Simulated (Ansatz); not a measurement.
# CH₄ClF₂MoNO: small, medium and large basis sets

One table from this session's results is given with a row withheld; the runs are named, their logs left out.

Program: Ansatz 0.2.0, Gaussian basis. Level of theory: one geometry, several basis sets. These are calculated values, not measurements.

The runs, in order: PBE0-D4/def2-SVP; ωB97M-V/def2-SVP; PBE0-D4/def2-QZVPP; ωB97M-V/def2-QZVPP; the functionals' def2-TZVPP values are taken from earlier runs.

### Structure used throughout

An earlier PBE0-D4 in a triple-zeta def2 set relaxation fixed the geometry. Mo takes the def2 core potential; no spin-orbit term is included.

SMILES `C[N]=[Mo]([OH])([F])([F])[Cl]`, 11 atoms, charge 0, spin multiplicity 1.

Atoms are counted from 1 here; the program's logs count them from 0.

Bond lengths: C1–N2 1.405 Å, C1–H8 1.095 Å, C1–H9 1.098 Å, C1–H10 1.095 Å, N2–Mo3 1.719 Å, Mo3–O4 1.842 Å, Mo3–F5 1.840 Å, Mo3–F6 1.903 Å, Mo3–Cl7 2.291 Å, O4–H11 0.963 Å. Angles: N2–C1–H8 110.6°, N2–C1–H9 108.8°, N2–C1–H10 110.7°, H8–C1–H9 109.0°, H8–C1–H10 108.9°, H9–C1–H10 108.9°, C1–N2–Mo3 163.0°, N2–Mo3–O4 100.2°, N2–Mo3–F5 95.4°, N2–Mo3–F6 167.6°, N2–Mo3–Cl7 87.3°, O4–Mo3–F5 116.6°, O4–Mo3–F6 90.6°, O4–Mo3–Cl7 115.3°, F5–Mo3–F6 84.9°, F5–Mo3–Cl7 126.6°, F6–Mo3–Cl7 82.6°, Mo3–O4–H11 118.1°.

Geometry (Å):

```mol
CH4ClF2MoNO
  3D, bonds by distance, orders not assigned

 11 10  0  0  0  0  0  0  0  0999 V2000
    0.9927   -1.5226   -0.5656 C   0  0
    0.1188   -0.4565   -0.2927 N   0  0
   -0.5111    1.0898    0.1149 Mo  0  0
   -1.8851    0.5976    1.2390 O   0  0
   -0.9775    1.5475   -1.6053 F   0  0
   -0.8200    2.9258    0.5074 F   0  0
    1.4915    1.5125    1.1445 Cl  0  0
    1.1292   -1.6417   -1.6454 H   0  0
    1.9656   -1.3094   -0.1040 H   0  0
    0.6024   -2.4582   -0.1521 H   0  0
   -2.0411   -0.3417    1.3801 H   0  0
  1  2  8  0
  2  3  8  0
  3  4  8  0
  3  5  8  0
  3  6  8  0
  3  7  8  0
  1  8  8  0
  1  9  8  0
  1 10  8  0
  4 11  8  0
M  END
```

The first run:

Input file in.yaml:

```yaml
crystal:
  periodic: [false, false, false]
  atoms:
    - {symbol: C, position_ang: [0.992741, -1.522595, -0.565639]}
    - {symbol: N, position_ang: [0.118824, -0.456466, -0.292737]}
    - {symbol: Mo, position_ang: [-0.511078, 1.089850, 0.114926]}
    - {symbol: O, position_ang: [-1.885102, 0.597626, 1.238958]}
    - {symbol: F, position_ang: [-0.977544, 1.547467, -1.605293]}
    - {symbol: F, position_ang: [-0.819969, 2.925786, 0.507417]}
    - {symbol: Cl, position_ang: [1.491520, 1.512461, 1.144536]}
    - {symbol: H, position_ang: [1.129167, -1.641741, -1.645406]}
    - {symbol: H, position_ang: [1.965602, -1.309413, -0.104024]}
    - {symbol: H, position_ang: [0.602351, -2.458193, -0.152056]}
    - {symbol: H, position_ang: [-2.041112, -0.341683, 1.380119]}
basis:
  gaussian: {orbitals: def2-SVP}
hamiltonian: {xc: pbe0, dispersion: d4}
output: {orbitals: {seedname: orbitals}}
```

Started as:

```
$ ansatz run in.yaml --threads 4 --pin off --events-out ev --progress --plain --max-ram 11315MiB
```

Steps of the session up to this table: PBE0-D4 in def2-SVP; ωB97M-V in def2-SVP; PBE0-D4 in def2-QZVPP; ωB97M-V in def2-QZVPP.

One table of the session follows, with a row left open; its other results are not shown here.

It belongs to the step «Density functionals: the series». 

```
functional       basis  HOMO (eV)  LUMO (eV)
   PBE0-D4    def2-SVP      -8.38      -2.78
   PBE0-D4  def2-TZVPP          ?          ?
   PBE0-D4  def2-QZVPP      -8.42      -2.78
   ωB97M-V    def2-SVP     -10.63      -0.65
   ωB97M-V  def2-TZVPP     -10.68      -0.67
   ωB97M-V  def2-QZVPP     -10.69      -0.69
```

Q: Estimate the row for PBE0-D4, def2-TZVPP from the others.

**Answer.** HOMO (eV): -8.41; LUMO (eV): -2.77. In the column «HOMO (eV)» it lies between PBE0-D4, def2-QZVPP (-8.42) and PBE0-D4, def2-SVP (-8.38).
